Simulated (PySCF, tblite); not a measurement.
# C₅H₁₀OSe: a rotation path, then NMR shifts on frames, part 1 of 2

Aim: move C₅H₁₀OSe (`CC[Se][C@H](C)C=O`) away from its starting geometry and see how NMR shifts follow the geometry.

Programs: tblite 0.8.0 and PySCF 2.14.0, with density-fitted response routines of our own. Each step states its level of theory. These are calculated values for one molecule in the gas phase, unless marked as measured. Atoms count from 0, in the outputs and in this text.

## 1. Starting geometry

17 atoms, charge 0, multiplicity 1; geometry from: GFN2-xTB.

Bonds of the start (Å): C0–C1 1.52, C1–Se2 1.97, Se2–C3 2.02, C3–C4 1.51, C3–C5 1.48, C5–O6 1.21, C0–H7 1.09, C0–H8 1.09, C0–H9 1.09, C1–H10 1.09, C1–H11 1.09, C3–H12 1.09, C4–H13 1.09, C4–H14 1.09, C4–H15 1.09, C5–H16 1.11.

## 2. The rotation path with GFN2-xTB

The job: settings as JSON, then the geometry in Å.

```
{"job": {"kind": "neb", "xc": "GFN2-xTB", "basis": "xTB", "atoms": [0, 1, 2, 3], "turn": 120}, "charge": 0, "multiplicity": 1}
C      2.492700    -0.127629    -0.152116
C      1.505820    -1.116237     0.436288
Se     0.100042    -0.258283     1.516501
C     -1.023198     0.475096     0.010683
C     -2.001811     1.501569     0.535211
C     -1.608912    -0.816207    -0.428559
O     -1.136628    -1.530396    -1.277712
H      3.272810    -0.666365    -0.686604
H      2.003837     0.541853    -0.856569
H      2.957561     0.470203     0.629730
H      2.000688    -1.809646     1.118178
H      0.987670    -1.684558    -0.340049
H     -0.327950     0.886243    -0.723625
H     -2.583857     1.911102    -0.288723
H     -1.472537     2.315665     1.026837
H     -2.683395     1.048084     1.253845
H     -2.489837    -1.128462     0.165157
```

Method: GFN2-xTB climbing-image nudged elastic band, gas phase.

On the command line:

```
OMP_NUM_THREADS=1 python probes_run.py task.json out
```

The driver reads the jobs from task.json and runs them one after another.

Standard output:

```text
image   E - E0 / eV
  0      -0.0000
  1       0.0119
  2       0.0392
  3       0.0627
  4       0.0705
  5       0.0626
  6       0.0463
  7       0.0303
  8       0.0218
```

Run time: 4.4 s. Hardware: 1 thread of Arm Neoverse N1, shared host; peak memory 0.19 GiB.

The final band, with the dihedral C0–C1–Se2–C3:

| image | dihedral (°) | energy (eV) | energy (kcal/mol) |
| --- | --- | --- | --- |
| 0 | 76 | 0.000 | 0.0 |
| 1 | 91 | 0.012 | 0.3 |
| 2 | 106 | 0.039 | 0.9 |
| 3 | 121 | 0.063 | 1.4 |
| 4 | 136 | 0.070 | 1.6 |
| 5 | 151 | 0.063 | 1.4 |
| 6 | 165 | 0.046 | 1.1 |
| 7 | 180 | 0.030 | 0.7 |
| 8 | 194 | 0.022 | 0.5 |

## 3. NMR shieldings: image 0, PBE0/pcSseg-1

The job: settings as JSON, then the geometry in Å.

```
{"job": {"kind": "nmr", "xc": "PBE0", "basis": "pcSseg-1", "pop": false}, "charge": 0, "multiplicity": 1}
C      2.492700    -0.127600    -0.152100
C      1.505800    -1.116200     0.436300
Se     0.100000    -0.258300     1.516500
C     -1.023200     0.475100     0.010700
C     -2.001800     1.501600     0.535200
C     -1.608900    -0.816200    -0.428600
O     -1.136600    -1.530400    -1.277700
H      3.272800    -0.666400    -0.686600
H      2.003800     0.541900    -0.856600
H      2.957600     0.470200     0.629700
H      2.000700    -1.809600     1.118200
H      0.987700    -1.684600    -0.340000
H     -0.328000     0.886200    -0.723600
H     -2.583900     1.911100    -0.288700
H     -1.472500     2.315700     1.026800
H     -2.683400     1.048100     1.253800
H     -2.489800    -1.128500     0.165200
```

Level: GIAO PBE0/pcSseg-1 NMR shielding, non-relativistic, gas phase.

Standard output:

```text
coarse grid: 63136 points
cycle   1  E = -2672.2881349473  dE = -2.856e-01  |g| = 1.032e+00  |ddm| = 3.686e+00
cycle   2  E = -2671.8544377785  dE =  4.337e-01  |g| = 1.720e+00  |ddm| = 2.408e+00
cycle   3  E = -2672.4046041968  dE = -5.502e-01  |g| = 3.469e-01  |ddm| = 2.084e+00
cycle   4  E = -2672.4264289441  dE = -2.182e-02  |g| = 8.428e-02  |ddm| = 2.965e-01
cycle   5  E = -2672.4275913072  dE = -1.162e-03  |g| = 2.938e-02  |ddm| = 9.257e-02
cycle   6  E = -2672.4278214812  dE = -2.302e-04  |g| = 8.496e-03  |ddm| = 4.251e-02
cycle   7  E = -2672.4278399208  dE = -1.844e-05  |g| = 2.301e-03  |ddm| = 9.064e-03
cycle   8  E = -2672.4278409942  dE = -1.073e-06  |g| = 5.371e-04  |ddm| = 2.603e-03
final grid: 134048 points
cycle   9  E = -2672.4278077874  dE =  8.289e-08  |g| = 9.906e-04  |ddm| = 2.207e-03
cycle  10  E = -2672.4278071711  dE =  6.164e-07  |g| = 2.050e-03  |ddm| = 2.363e-03
cycle  11  E = -2672.4278079881  dE = -8.170e-07  |g| = 1.058e-04  |ddm| = 1.575e-03
cycle  12  E = -2672.4278079908  dE = -2.761e-09  |g| = 2.042e-05  |ddm| = 1.246e-04
cycle  13  E = -2672.4278079909  dE = -8.640e-11  |g| = 4.337e-06  |ddm| = 1.959e-05
converged SCF energy = -2672.4278079909

GIAO shielding tensors (ppm)
atom      isotropic    diamagn.    paramagn.     s11        s22        s33       span
  0 C      168.659     247.471     -78.812    148.180    169.715    188.083     39.903
  1 C      155.975     249.148     -93.173    138.820    149.903    179.202     40.382
  2 Se    1471.084    3000.771   -1529.688   1128.036   1342.587   1942.627    814.591
  3 C      137.274     251.784    -114.510    127.892    134.995    148.934     21.043
  4 C      172.802     245.301     -72.499    160.464    168.848    189.093     28.629
  5 C       -1.540     248.810    -250.350    -95.778      8.832     82.326    178.104
  6 O     -244.568     401.142    -645.710   -740.890   -330.049    337.234   1078.125
  7 H       30.227      28.037       2.189     24.841     26.819     39.019     14.178
  8 H       30.275      31.316      -1.041     25.197     30.400     35.228     10.031
  9 H       30.302      29.732       0.570     25.455     28.839     36.611     11.156
 10 H       29.543      30.436      -0.893     22.646     27.872     38.112     15.466
 11 H       29.118      31.731      -2.613     23.482     28.759     35.112     11.630
 12 H       28.730      33.498      -4.769     23.033     28.901     34.255     11.222
 13 H       30.045      28.016       2.029     24.859     26.695     38.580     13.721
 14 H       30.245      29.179       1.067     24.878     29.142     36.716     11.839
 15 H       30.453      29.623       0.830     25.535     28.949     36.874     11.338
 16 H       22.602      29.516      -6.914     19.806     21.328     26.674      6.868
```

Run time: 45 s. Hardware: 1 thread of Arm Neoverse N1, shared host; peak memory 0.85 GiB.

The references, computed at this level on geometries of the same kind, shield at (ppm): 1H TMS 31.72, 13C TMS 186.9, 17O H2O 336.1, 77Se Me2Se 1758. Their shielding less the atom's gives the shift. The references are single molecules in the gas phase, so shifts against H2O, NH3, PH3, H3PO4 or CFCl3 are not on the usual liquid scales and can be off by tens of ppm. Each atom is listed at this fixed geometry, with no averaging over motion; a spectrum would average atoms that exchange fast.

| atoms | environment | σ (ppm) | δ (ppm) |
| --- | --- | --- | --- |
| C5 | aldehyde carbonyl carbon | -1.5 | 188.5 |
| C3 | sp3 CH bonded to Se, α to a carbonyl | 137.3 | 49.7 |
| C1 | sp3 CH2 bonded to Se | 156.0 | 30.9 |
| C0 | methyl carbon | 168.7 | 18.3 |
| C4 | methyl carbon | 172.8 | 14.1 |
| H16 | hydrogen on an aldehyde carbonyl carbon | 22.60 | 9.11 |
| H12 | hydrogen on an sp3 CH bonded to Se, α to a carbonyl | 28.73 | 2.99 |
| H11 | hydrogen on an sp3 CH2 bonded to Se | 29.12 | 2.60 |
| H10 | hydrogen on an sp3 CH2 bonded to Se | 29.54 | 2.17 |
| H13 | hydrogen on a methyl carbon | 30.04 | 1.67 |
| H7 | hydrogen on a methyl carbon | 30.23 | 1.49 |
| H14 | hydrogen on a methyl carbon | 30.25 | 1.47 |
| H8 | hydrogen on a methyl carbon | 30.28 | 1.44 |
| H9 | hydrogen on a methyl carbon | 30.30 | 1.42 |
| H15 | hydrogen on a methyl carbon | 30.45 | 1.26 |
| Se2 | selenium bonded to 2 C | 1471 | 287 |
| O6 | aldehyde oxygen | -244.6 | 580.6 |

## 4. Nuclear shieldings: image 2, PBE0/pcSseg-1

The job: settings as JSON, then the geometry in Å.

```
{"job": {"kind": "nmr", "xc": "PBE0", "basis": "pcSseg-1", "pop": false}, "charge": 0, "multiplicity": 1}
C      2.760100    -0.163500    -0.012800
C      1.506200    -0.980600     0.228900
Se     0.198100    -0.041400     1.378200
C     -1.147300     0.450200    -0.043600
C     -2.110200     1.494200     0.475700
C     -1.715300    -0.907800    -0.245300
O     -1.327200    -1.700800    -1.065100
H      3.465900    -0.746000    -0.602600
H      2.533400     0.753300    -0.551600
H      3.235100     0.098700     0.930600
H      1.739600    -1.916600     0.736900
H      0.974100    -1.207000    -0.695500
H     -0.569000     0.790100    -0.905600
H     -2.800700     1.789400    -0.313100
H     -1.570200     2.376300     0.814700
H     -2.686300     1.097900     1.311900
H     -2.493400    -1.174400     0.496800
```

Level: GIAO PBE0/pcSseg-1 NMR shielding, non-relativistic, gas phase.

Standard output:

```text
coarse grid: 63136 points
cycle   1  E = -2672.2861686256  dE = -2.952e-01  |g| = 1.032e+00  |ddm| = 3.687e+00
cycle   2  E = -2671.8528158890  dE =  4.334e-01  |g| = 1.721e+00  |ddm| = 2.391e+00
cycle   3  E = -2672.4027682465  dE = -5.500e-01  |g| = 3.468e-01  |ddm| = 2.065e+00
cycle   4  E = -2672.4245889777  dE = -2.182e-02  |g| = 8.365e-02  |ddm| = 2.941e-01
cycle   5  E = -2672.4257437007  dE = -1.155e-03  |g| = 2.834e-02  |ddm| = 9.043e-02
cycle   6  E = -2672.4259545279  dE = -2.108e-04  |g| = 8.517e-03  |ddm| = 4.137e-02
cycle   7  E = -2672.4259730798  dE = -1.855e-05  |g| = 2.340e-03  |ddm| = 9.223e-03
cycle   8  E = -2672.4259741883  dE = -1.108e-06  |g| = 5.606e-04  |ddm| = 2.637e-03
final grid: 134048 points
cycle   9  E = -2672.4259835278  dE =  1.027e-07  |g| = 1.028e-03  |ddm| = 2.303e-03
cycle  10  E = -2672.4259828585  dE =  6.693e-07  |g| = 2.131e-03  |ddm| = 2.404e-03
cycle  11  E = -2672.4259837452  dE = -8.866e-07  |g| = 1.102e-04  |ddm| = 1.620e-03
cycle  12  E = -2672.4259837481  dE = -2.965e-09  |g| = 2.025e-05  |ddm| = 1.288e-04
cycle  13  E = -2672.4259837482  dE = -9.459e-11  |g| = 4.638e-06  |ddm| = 2.034e-05
converged SCF energy = -2672.4259837482

GIAO shielding tensors (ppm)
atom      isotropic    diamagn.    paramagn.     s11        s22        s33       span
  0 C      167.806     246.003     -78.197    149.539    166.462    187.417     37.879
  1 C      155.208     249.602     -94.394    136.535    147.916    181.174     44.638
  2 Se    1474.962    3001.018   -1526.056   1017.737   1399.384   2007.764    990.026
  3 C      133.878     252.089    -118.211    121.440    137.534    142.661     21.221
  4 C      172.472     245.421     -72.949    160.214    168.166    189.034     28.820
  5 C       -3.972     248.864    -252.837   -103.124      9.490     81.717    184.840
  6 O     -244.790     401.069    -645.859   -733.028   -338.655    337.314   1070.341
  7 H       30.235      27.596       2.640     24.795     26.938     38.974     14.179
  8 H       30.269      30.340      -0.070     25.729     29.511     35.568      9.839
  9 H       30.291      29.188       1.104     25.424     28.862     36.588     11.164
 10 H       29.205      31.145      -1.941     22.192     28.361     37.061     14.869
 11 H       29.102      32.703      -3.601     22.025     30.085     35.195     13.170
 12 H       28.681      33.620      -4.939     23.506     28.241     34.296     10.790
 13 H       30.088      27.892       2.195     24.967     26.730     38.566     13.599
 14 H       30.203      29.295       0.907     24.876     29.263     36.469     11.592
 15 H       30.511      29.692       0.819     25.661     28.989     36.882     11.221
 16 H       22.527      29.566      -7.039     19.683     21.545     26.352      6.669
```

Wall time 44 s (1 thread of Arm Neoverse N1, shared host); peak memory 0.87 GiB.

In short: δ C5 190.9, C3 53.0, C1 31.7, C0 19.1, H16 9.19, H12 3.04 ppm.

(Continued in part 2 of 2.)
